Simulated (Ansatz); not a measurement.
# CH₅NSn: up Jacob's ladder to CCSD(T)

The task here is to estimate one member of a computed series from the others.

The runs use Ansatz 0.2.0, Gaussian basis; functionals in def2-TZVPP, the program's frozen cores in correlated methods.

Plan: LDA (SPW92), PBE-D4, revPBE-D4, BLYP-D4, r2SCAN-D4, B97M-V, PBE0-D4, B3LYP-D4, r2SCANh-D4, r2SCAN0-D4, HSE06-D4, BHLYP-D4, CAM-B3LYP-D4, LC-ωPBE, ωB97X-V, ωB97M-V, B2PLYP, PBE-QIDH; CCSD(T)/def2-SVP; CCSD(T)/def2-TZVPP; CCSD(T)/def2-QZVPP; extrapolation to the limit; RPA on PBE.

1 further run of the same task is left out (for a known fault of the program).

## Structure used throughout

The geometry comes from an earlier relaxation with PBE0-D4 in a triple-zeta def2 set; it is a stationary point, not always the lowest conformer. Sn takes the def2 core potential; no spin-orbit term is included.

SMILES `[CH3][Sn][NH2]`, 8 atoms, charge 0, spin multiplicity 1.

Atoms are counted from 1 here; the program's logs count them from 0.

Bond lengths: C1–Sn2 2.193 Å, C1–H4 1.093 Å, C1–H5 1.091 Å, C1–H6 1.094 Å, Sn2–N3 2.015 Å, N3–H7 1.008 Å, N3–H8 1.009 Å. Angles: Sn2–C1–H4 110.2°, Sn2–C1–H5 111.9°, Sn2–C1–H6 109.4°, H4–C1–H5 108.8°, H4–C1–H6 108.1°, H5–C1–H6 108.4°, C1–Sn2–N3 92.8°, Sn2–N3–H7 123.7°, Sn2–N3–H8 124.9°, H7–N3–H8 111.4°.

Set-up of the first run:

File in.yaml:

```yaml
crystal:
  periodic: [false, false, false]
  atoms:
    - {symbol: C, position_ang: [-0.740281, 0.930417, -0.609666]}
    - {symbol: Sn, position_ang: [1.321551, 0.707535, 0.102295]}
    - {symbol: N, position_ang: [0.999382, -1.173010, 0.749372]}
    - {symbol: H, position_ang: [-1.016172, 0.080539, -1.239985]}
    - {symbol: H, position_ang: [-0.877360, 1.850757, -1.179764]}
    - {symbol: H, position_ang: [-1.419788, 0.951739, 0.247915]}
    - {symbol: H, position_ang: [1.702356, -1.738306, 1.198486]}
    - {symbol: H, position_ang: [0.122510, -1.666770, 0.675648]}
basis:
  gaussian: {orbitals: def2-TZVPP}
hamiltonian: {xc: lda}
output: {orbitals: {seedname: orbitals}}
```

Started as:

```
> ansatz run in.yaml --threads 2 --pin off --events-out ev --progress --plain --max-ram 32768MiB --backend cpu
```

Among the steps run: LDA; PBE-D4 (GGA); revPBE-D4 (GGA); BLYP-D4 (GGA); r2SCAN-D4 (meta-GGA); B97M-V (meta-GGA); B3LYP-D4 (hybrid); r2SCANh-D4 (hybrid); r2SCAN0-D4 (hybrid); HSE06-D4 (hybrid); BHLYP-D4 (hybrid); CAM-B3LYP-D4 (range-separated); LC-ωPBE (range-separated); ωB97X-V (range-separated); ωB97M-V (range-separated); B2PLYP (double hybrid); PBE-QIDH (double hybrid).

One table of the session follows, with a row left open; its other results are not shown here.

It belongs to the step «Frontier levels by functional». 

```
  functional  HOMO (eV)  LUMO (eV)  gap (eV)
 LDA (SPW92)      -5.33      -2.58      2.75
      PBE-D4          ?          ?         ?
   revPBE-D4      -5.11      -2.27      2.84
     BLYP-D4      -5.05      -2.30      2.75
   r2SCAN-D4      -5.39      -2.26      3.13
      B97M-V      -5.31      -2.30      3.01
     PBE0-D4      -6.16      -1.67      4.50
    B3LYP-D4      -6.00      -1.91      4.10
  r2SCANh-D4      -5.76      -2.00      3.77
  r2SCAN0-D4      -6.32      -1.61      4.71
    HSE06-D4      -5.77      -2.03      3.74
    BHLYP-D4      -7.05      -0.97      6.08
CAM-B3LYP-D4      -7.40      -0.77      6.63
     LC-ωPBE      -8.61       0.30      8.91
     ωB97X-V      -8.31       0.20      8.52
     ωB97M-V      -8.24       0.03      8.28
```

Q: Estimate the row for PBE-D4 from the others.

As computed: HOMO (eV): -5.17; LUMO (eV): -2.36; gap (eV): 2.81. In the column «HOMO (eV)» it lies between B97M-V (-5.31) and revPBE-D4 (-5.11).
